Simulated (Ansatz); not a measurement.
# SrTiO3: the cost of one run

Program: Ansatz 0.2.0. Level of theory: DFT PBE, scalar-relativistic, plane waves, PAW. These are calculated values, not measurements.

2 further runs of the same task are left out: 1 that didn't finish, 1 set aside as unsound or not needed.

**1. The structure to begin with**

It takes space group Pm-3m (No. 221, cubic). The conventional cell has a = 3.936 Å, b = 3.936 Å, c = 3.936 Å, α = 90.00°, β = 90.00°, γ = 90.00°. Sr (site symmetry m-3m) has 12 O at 2.78 Å as nearest neighbours. Ti (site symmetry m-3m) is surrounded by 6 O at 1.97 Å. Around O (site symmetry 4/mmm) lie 2 Ti at 1.97 Å and 4 Sr at 2.78 Å.

As a file:

```
CELL_PARAMETERS angstrom
3.93642 0.00000 0.00000
0.00000 3.93642 0.00000
0.00000 0.00000 3.93642
ATOMIC_POSITIONS crystal
Sr 0.00000 0.00000 0.00000
Ti 0.50000 0.50000 0.50000
O 0.50000 0.00000 0.50000
O 0.50000 0.50000 0.00000
O 0.00000 0.50000 0.50000
```

It goes back to an entry of the Materials Project.

It is the result of an earlier relaxation at this level (volume 12.20 Å³/atom; gap on the mesh: 1.84 eV).

**2. Band edges and mean potential of the bulk**

input.yaml

```yaml
crystal:
  lattice:
    - [3.9364226089, 0.0, 0.0]
    - [0.0, 3.9364226089, 0.0]
    - [0.0, 0.0, 3.9364226089]
  atoms:
    - { symbol: Sr, position: [0.0, 0.0, 0.0] }
    - { symbol: Ti, position: [0.5, 0.5, 0.5] }
    - { symbol: O, position: [0.5, 0.0, 0.5] }
    - { symbol: O, position: [0.5, 0.5, 0.0] }
    - { symbol: O, position: [0.0, 0.5, 0.5] }
basis:
  ecutwfc: 420
kpoints:
  mp_grid: { grid: [8, 8, 8] }
  band_path: { path: [VBM, CBM], npoints: 2 }
hamiltonian:
  xc: pbe
scf:
  occupations: { method: gaussian, width: 0.02 }
output:
  forces: true
  stress: true
  eigenvalues: true
```

On the command line:

```
ansatz run input.yaml --threads 8 --pin off --max-ram 20480MiB --backend cpu --events-out ev --progress --plain --runs-dir out
```

Q: Estimate wall time and peak memory on 8 threads of Arm Neoverse V2, shared host.

About 1.3 s, with a peak of 0.42 GiB.
